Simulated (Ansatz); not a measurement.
**ScPd: response to strain**

ScPd is deformed so: equal xy, yz and zx engineering shear strains of -1 %. What stress and forces result, by LAPW, PAW and all-electron datasets made for the crystal?

Computed with Ansatz 0.2.0 (DFT PBEsol, scalar-relativistic, unless a step's input says otherwise).

### Step 1. The system as given

It takes space group Pm-3m (No. 221, cubic). The conventional cell has a = 3.283 Å, b = 3.283 Å, c = 3.283 Å, α = 90.00°, β = 90.00°, γ = 90.00°. Sc (site symmetry m-3m) has 8 Pd at 2.84 Å as nearest neighbours. Pd (site symmetry m-3m) is surrounded by 8 Sc at 2.84 Å.

Structure file:

```
Sc Pd
1.0
     3.28300    0.00000    0.00000
     0.00000    3.28300    0.00000
     0.00000    0.00000    3.28300
Sc Pd
1 1
Direct
  0.50000 0.50000 0.50000
  0.00000 0.00000 0.00000
```

Atoms are numbered in the order of the input: Sc1, Pd2.

### Step 2. After the deformation

Space group Pm-3m before, R-3m after.

### Step 3. LAPW, all electrons

Contents of input.yaml:

```yaml
crystal:
  lattice:
    - [3.283, -0.016415, -0.016415]
    - [-0.016415, 3.283, -0.016415]
    - [-0.016415, -0.016415, 3.283]
  atoms:
    - { symbol: Sc, position: [0.5, 0.5, 0.5] }
    - { symbol: Pd, position: [0.0, 0.0, 0.0] }
kpoints:
  mp_grid: { grid: [12, 12, 12] }
  band_path:
    path:
      - [0.0, 0.0, 0.0]
      - [0.5, 0.0, 0.0]
      - [0.5, -0.5, 0.5]
      - [0.4901240068, -0.5098759932, 0.4901240068]
      - [0.4901240068, 0.4901240068, 0.4901240068]
      - [0.0, 0.0, 0.0]
      - [0.5, -0.5, 0.0]
    npoints: 5
scf:
  occupations: { method: fermi_dirac, width: 0.05 }
hamiltonian:
  xc: pbesol
  pseudopotentials: { kind: all_electron, lapw: { basis_error: 0.00025 } }
output:
  forces: true
  stress: true
  eigenvalues: true
```

Run with:

```
$ ansatz run input.yaml --threads 1 --pin off --max-ram 3072MiB --backend cpu --events-out ev --progress --plain --runs-dir out
```

### Step 4. Frozen-core PAW

Contents of input.yaml:

```yaml
crystal:
  lattice:
    - [3.283, -0.016415, -0.016415]
    - [-0.016415, 3.283, -0.016415]
    - [-0.016415, -0.016415, 3.283]
  atoms:
    - { symbol: Sc, position: [0.5, 0.5, 0.5] }
    - { symbol: Pd, position: [0.0, 0.0, 0.0] }
kpoints:
  mp_grid: { grid: [12, 12, 12] }
scf:
  occupations: { method: fermi_dirac, width: 0.05 }
hamiltonian:
  xc: pbesol
  pseudopotentials: { kind: paw }
output:
  forces: true
  stress: true
  eigenvalues: true
  efg: { contact_densities: true }
  write_density: true
  write_potential: true
  elf: true
  volumetric_format: npy
```

### Step 5. All-electron PAW on datasets made for the crystal

Changes to input.yaml since step 4:

```diff
@@ -14,3 +14,3 @@
   xc: pbesol
-  pseudopotentials: { kind: paw }
+  pseudopotentials: { kind: all_electron, datasets: crystal }
 output:
@@ -20,5 +20 @@
   efg: { contact_densities: true }
-  write_density: true
-  write_potential: true
-  elf: true
-  volumetric_format: npy
```

(Steps that only read results are left out.)

Q: Predict the outcome of this session. Wanted: pressure; largest shear or deviatoric stress.

**Answer**, as computed:

| quantity | value |
| --- | --- |
| pressure | LAPW -1.65, PAW -1.64, crystal datasets -1.65 GPa |
| largest shear or deviatoric stress (LAPW) | 0.46 GPa |

The largest part of the stress beyond the pressure is 0.46 GPa in size; the atoms are carried along and not relaxed. No run of the undeformed cell stands beside it, so the pressure holds what the given cell had before the change. PAW: stress within 0.01 GPa of LAPW. Crystal datasets: stress within 0.01 GPa of LAPW.
